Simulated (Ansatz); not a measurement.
**BePd: a phonon run**

Wanted: a converged phonon run for BePd, and a check of what comes out. The structure is shown as the input types it.

Method: DFT, PBEsol, PAW with Ansatz's default frozen-core files, scalar-relativistic; harmonic phonons by finite displacements, in Ansatz 0.2.0.

1 further run of the same task is left out (it didn't finish).

### Step 1. The structure to begin with

Symmetry: Pm-3m, No. 221, cubic system. The conventional cell has a = 2.798 Å, b = 2.798 Å, c = 2.798 Å, α = 90.00°, β = 90.00°, γ = 90.00°. Be (site symmetry m-3m) has 8 Pd at 2.42 Å as nearest neighbours. Pd (site symmetry m-3m) is surrounded by 8 Be at 2.42 Å.

The input asks for a charge of +4 e on the cell.

As a file:

```xyz
2
Lattice="2.7979 0.0000 0.0000 0.0000 2.7979 0.0000 0.0000 0.0000 2.7979" Properties=species:S:1:pos:R:3 pbc="T T T"
Be    0.0000    0.0000    0.0000
Pd    1.3990    1.3990    1.3990
```

### Step 2. The calculation

input.yaml reads:

```yaml
crystal:
  lattice:
    - [2.79791931708, 0.0, 0.0]
    - [0.0, 2.79791931708, 0.0]
    - [0.0, 0.0, 2.79791931708]
  atoms:
    - { symbol: Be, position: [0.0, 0.0, 0.0] }
    - { symbol: Pd, position: [0.5, 0.5, 0.5] }
kpoints:
  mp_grid: { grid: [14, 14, 14] }
scf:
  occupations: { method: fermi_dirac, width: 0.08 }
  max_iter: 50
hamiltonian:
  xc: pbesol
  pseudopotentials: { kind: paw }
phonons:
  qmesh: [2, 2, 2]
  qpath:
    path:
      - [0.0, 0.0, 0.0]
      - [0.0, 0.5, 0.0]
      - [0.5, 0.5, 0.0]
      - [0.0, 0.0, 0.0]
      - [0.5, 0.5, 0.5]
      - [0.0, 0.5, 0.0]
      - [0.5, 0.5, 0.5]
      - [0.5, 0.5, 0.0]
    npoints: 6
  temperatures: { t_min: 0, t_max: 1000, t_step: 100 }
total_charge: 4
```

Started as:

```bash
> ansatz run input.yaml --threads 1 --pin off --max-ram 3072MiB --backend cpu --events-out ev --progress --plain --runs-dir out
```

**Question.** How will this run end, and is anything wrong with its input?

This run ends as converged, with warnings (vibrations at or below zero). That alone doesn't make the input a sound one.

The suspect setting: total_charge is 4. With this charge the calculation describes a differently charged system.

Run again and compare: delete total_charge (the default then holds).
